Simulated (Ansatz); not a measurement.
Molecular dynamics of Na$_{2}$LiLa$_{3}$Ti$_{6}$O$_{18}$

The input (input.yaml):

```yaml
accuracy: low
crystal:
  lattice:
    - [5.542662, 0.0, 0.0]
    - [0.019243, 5.546004, 0.0]
    - [2.712053, 2.651913, 12.069559]
  atoms:
    - { symbol: Na, position: [0.437907, 0.929954, 0.145946] }
    - { symbol: Na, position: [0.277415, 0.759033, 0.470661] }
    - { symbol: Li, position: [0.134282, 0.649723, 0.751366] }
    - { symbol: La, position: [0.764244, 0.255476, 0.487007] }
    - { symbol: La, position: [0.595999, 0.093707, 0.825106] }
    - { symbol: La, position: [0.93762, 0.428164, 0.149447] }
    - { symbol: Ti, position: [0.016446, 0.00254, 0.984189] }
    - { symbol: Ti, position: [0.1774, 0.182403, 0.654979] }
    - { symbol: Ti, position: [0.348445, 0.339386, 0.319402] }
    - { symbol: Ti, position: [0.513371, 0.511478, 0.986838] }
    - { symbol: Ti, position: [0.676556, 0.670579, 0.656925] }
    - { symbol: Ti, position: [0.846004, 0.848165, 0.321093] }
    - { symbol: O, position: [0.058646, 0.555724, 0.315484] }
    - { symbol: O, position: [0.413039, 0.925671, 0.648825] }
    - { symbol: O, position: [0.58228, 0.587681, 0.318025] }
    - { symbol: O, position: [0.08124, 0.006109, 0.834498] }
    - { symbol: O, position: [0.24009, 0.315286, 0.504698] }
    - { symbol: O, position: [0.745818, 0.716644, 0.025746] }
    - { symbol: O, position: [0.731952, 0.229753, 0.979978] }
    - { symbol: O, position: [0.894567, 0.958933, 0.650989] }
    - { symbol: O, position: [0.412694, 0.347428, 0.16996] }
    - { symbol: O, position: [0.578671, 0.650345, 0.836499] }
    - { symbol: O, position: [0.069797, 0.057812, 0.360125] }
    - { symbol: O, position: [0.243541, 0.740318, 0.026383] }
    - { symbol: O, position: [0.240342, 0.262686, 0.984086] }
    - { symbol: O, position: [0.749304, 0.684109, 0.505504] }
    - { symbol: O, position: [0.911254, 0.975079, 0.170344] }
    - { symbol: O, position: [0.414146, 0.399358, 0.693352] }
    - { symbol: O, position: [0.582267, 0.078665, 0.359804] }
    - { symbol: O, position: [0.907992, 0.421121, 0.696077] }
basis:
  ecutwfc: 500.0
kpoints:
  mp_grid: { grid: [2, 2, 1] }
hamiltonian:
  xc: r2scan
scf:
  occupations: { method: fermi_dirac, width: 0.05 }
  lower_state_search: "off"
md:
  timestep: 1
  n_steps: 110
  ensemble: nvt_nose_hoover
  temperature: 800.0
  initial_velocities: maxwell_boltzmann
  seed: 702735
  nose_hoover: { tau: 100.0, chain_length: 1 }
```

Command:

```bash
$ ansatz run input.yaml --threads 4 --pin off --max-ram 10240MiB --backend cpu --events-out ev --progress --plain --runs-dir out
```

It starts from an unrelaxed structure (largest force component 0.60 eV/Å).

Output, in part (step lines):

```
md step     0: t =     0.00 fs  T =   800.0 K  F+E_penalty+E_count = -47288.95051478 eV  E_kin = 2.998832 eV  conserved = -47285.95168281 eV  (11 SCF iters)
md step     1: t =     1.00 fs  T =   796.7 K  F+E_penalty+E_count = -47288.93829983 eV  E_kin = 2.986632 eV  conserved = -47285.95166778 eV  (10 SCF iters)
md step     2: t =     2.00 fs  T =   787.8 K  F+E_penalty+E_count = -47288.90479147 eV  E_kin = 2.953175 eV  conserved = -47285.95161980 eV  (10 SCF iters)
md step     3: t =     3.00 fs  T =   773.5 K  F+E_penalty+E_count = -47288.85087948 eV  E_kin = 2.899355 eV  conserved = -47285.95154015 eV  (10 SCF iters)
md step     4: t =     4.00 fs  T =   754.1 K  F+E_penalty+E_count = -47288.77798685 eV  E_kin = 2.826604 eV  conserved = -47285.95143092 eV  (9 SCF iters)
md step     5: t =     5.00 fs  T =   730.1 K  F+E_penalty+E_count = -47288.68802562 eV  E_kin = 2.736840 eV  conserved = -47285.95129662 eV  (4 SCF iters)
md step     6: t =     6.00 fs  T =   702.3 K  F+E_penalty+E_count = -47288.58334416 eV  E_kin = 2.632425 eV  conserved = -47285.95113821 eV  (3 SCF iters)
md step     7: t =     7.00 fs  T =   671.2 K  F+E_penalty+E_count = -47288.46668168 eV  E_kin = 2.516108 eV  conserved = -47285.95095860 eV  (3 SCF iters)
[... lines left out ...]
```

The steps, from the saved trajectory:

```tsv
time (fs)	T (K)	potential energy less start (eV)	conserved less start (meV/atom)
0	800	0.000	0.00
3	773	0.100	0.00
6	702	0.367	0.02
9	603	0.741	0.04
12	499	1.134	0.06
15	413	1.459	0.07
18	360	1.660	0.07
21	341	1.734	0.06
24	343	1.730	0.04
27	351	1.707	0.04
30	358	1.690	0.04
33	369	1.661	0.05
36	389	1.595	0.05
39	417	1.505	0.04
42	441	1.432	0.03
45	455	1.399	0.04
48	461	1.394	0.04
51	469	1.387	0.05
54	484	1.354	0.05
57	506	1.298	0.04
60	527	1.249	0.04
63	535	1.246	0.03
66	524	1.318	0.03
69	494	1.463	0.04
72	455	1.640	0.06
75	422	1.793	0.07
78	408	1.874	0.07
81	416	1.874	0.06
84	439	1.821	0.05
87	466	1.758	0.05
90	489	1.708	0.05
93	510	1.673	0.05
96	532	1.637	0.05
99	558	1.589	0.05
102	583	1.548	0.04
105	592	1.566	0.03
108	576	1.685	0.03
```

The run went to its last step. The conserved energy stayed within 0.073 meV per atom of its start (net change 0.046 meV per atom), so the integration is sound. The mean temperature of the second half is 37 % below the set value. A run of 0.11 ps of so small a system gives no equilibrium averages. Limits of this set-up: coarse k mesh, low accuracy level.

Mean squared displacements from the first frame to the last, about the centre of mass: Na 0.07 Å², Li 0.37 Å², La 0.07 Å², Ti 0.03 Å², O 0.12 Å².

Last frame:

```xyz
30
Lattice="5.5427 0.0000 0.0000 0.0192 5.5460 0.0000 2.7121 2.6519 12.0696" Properties=species:S:1:pos:R:3
Na 3.045 5.507 1.889
Na 2.704 5.669 5.572
Li 2.279 5.889 9.205
La 5.432 2.594 5.796
La 5.481 2.910 9.980
La 5.811 2.505 1.747
Ti 2.746 2.626 11.886
Ti 2.672 2.949 8.053
Ti 2.711 2.706 3.855
Ti 5.555 5.537 11.906
Ti 5.359 5.707 7.973
Ti 5.503 5.489 3.854
O 1.224 3.884 3.971
O 4.265 7.005 8.319
O 4.285 4.055 3.806
O 2.572 2.357 10.101
O 2.986 2.859 6.237
O 4.305 4.072 0.498
O 6.997 3.972 12.162
O 6.864 6.879 7.850
O 2.568 2.491 1.981
O 5.934 5.674 10.035
O 1.459 1.462 4.361
O 1.516 4.101 0.047
O 4.198 3.975 11.756
O 5.325 5.520 6.149
O 5.879 5.586 2.093
O 3.926 4.252 8.442
O 4.210 1.285 4.109
O 6.710 3.922 8.096
```

Time of the run: 26 min on 4 threads of AMD EPYC 7571, on a shared host, peak memory 2.1 GiB.
